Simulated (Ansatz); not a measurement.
# CH₃BClFOSi: one species, many methods

One table from this session's results is given with a row withheld; the runs are named, their logs left out.

Program: Ansatz 0.2.0, Gaussian basis. Level of theory: functionals in def2-TZVPP, the program's frozen cores in correlated methods. These are calculated values, not measurements.

Plan: PBE-D4, r2SCAN-D4, PBE0-D4, B3LYP-D4, ωB97X-V, ωB97M-V, B2PLYP; CCSD(T)/def2-TZVPP; MP2/def2-QZVPP; extrapolation to the limit.

## Structure used throughout

The geometry comes from an earlier relaxation with PBE0-D4 in a triple-zeta def2 set; it is a stationary point, not always the lowest conformer.

SMILES `FB1OC[SiH]1Cl`, 9 atoms, charge 0, spin multiplicity 1.

Atoms are counted from 1 here; the program's logs count them from 0.

Bond lengths: F1–B2 1.312 Å, B2–O3 1.361 Å, B2–Si5 2.014 Å, O3–C4 1.465 Å, C4–Si5 1.908 Å, C4–H7 1.091 Å, C4–H8 1.090 Å, Si5–Cl6 2.053 Å, Si5–H9 1.484 Å. Angles: F1–B2–O3 122.3°, F1–B2–Si5 145.9°, O3–B2–Si5 91.8°, B2–O3–C4 105.2°, O3–C4–Si5 93.0°, O3–C4–H7 109.0°, O3–C4–H8 109.1°, Si5–C4–H7 117.7°, Si5–C4–H8 116.6°, H7–C4–H8 109.6°, B2–Si5–C4 69.8°, B2–Si5–Cl6 120.9°, B2–Si5–H9 122.8°, C4–Si5–Cl6 115.4°, C4–Si5–H9 116.0°, Cl6–Si5–H9 107.4°.

The first run:

Contents of in.yaml:

```yaml
crystal:
  periodic: [false, false, false]
  atoms:
    - {symbol: F, position_ang: [2.446484, 0.315965, 1.199558]}
    - {symbol: B, position_ang: [1.293487, 0.095852, 0.613793]}
    - {symbol: O, position_ang: [1.125097, -0.885318, -0.314012]}
    - {symbol: C, position_ang: [-0.268537, -0.766649, -0.750695]}
    - {symbol: Si, position_ang: [-0.639636, 0.645331, 0.477555]}
    - {symbol: Cl, position_ang: [-1.169085, 2.437311, -0.373362]}
    - {symbol: H, position_ang: [-0.772153, -1.721730, -0.593895]}
    - {symbol: H, position_ang: [-0.290720, -0.511330, -1.810649]}
    - {symbol: H, position_ang: [-1.636435, 0.344267, 1.534608]}
basis:
  gaussian: {orbitals: def2-TZVPP}
hamiltonian: {xc: pbe, dispersion: d4}
output: {forces: true, orbitals: {seedname: orbitals}}
```

On the command line:

```console
$ ansatz run in.yaml --threads 4 --pin off --events-out ev --progress --plain --max-ram 10444MiB
```

Among the steps run: PBE-D4 (GGA); r2SCAN-D4 (meta-GGA); PBE0-D4 (hybrid); B3LYP-D4 (hybrid); ωB97X-V (range-separated); ωB97M-V (range-separated); B2PLYP (double hybrid); CCSD(T) in def2-TZVPP; MP2 in def2-QZVPP.

One of the session's tables, all rows but one given; the rest of the session is left out.

```
            method  atomisation energy (kJ/mol)
            PBE-D4                            ?
         r2SCAN-D4                       3631.4
           PBE0-D4                       3616.6
          B3LYP-D4                       3579.1
           ωB97X-V                       3617.5
           ωB97M-V                       3619.3
            B2PLYP                       3555.5
     HF/def2-TZVPP                       2630.5
    MP2/def2-TZVPP                       3615.4
   CCSD/def2-TZVPP                       3424.8
CCSD(T)/def2-TZVPP                       3491.8
           MP2/CBS                       3716.7
       CCSD(T)/CBS                       3593.2
```

Q: Estimate the row for PBE-D4 from the others.

**Answer.** atomisation energy (kJ/mol): 3700.5. In the column «atomisation energy (kJ/mol)» it lies between r2SCAN-D4 (3631.4) and MP2/CBS (3716.7).

Caveats from the session: Free atoms (1 F, 1 B, 1 O, 1 C, 1 Si, 1 Cl, 3 H) were run apart at each level; the atomisation energy is their sum less the molecule, without zero-point or spin-orbit terms.
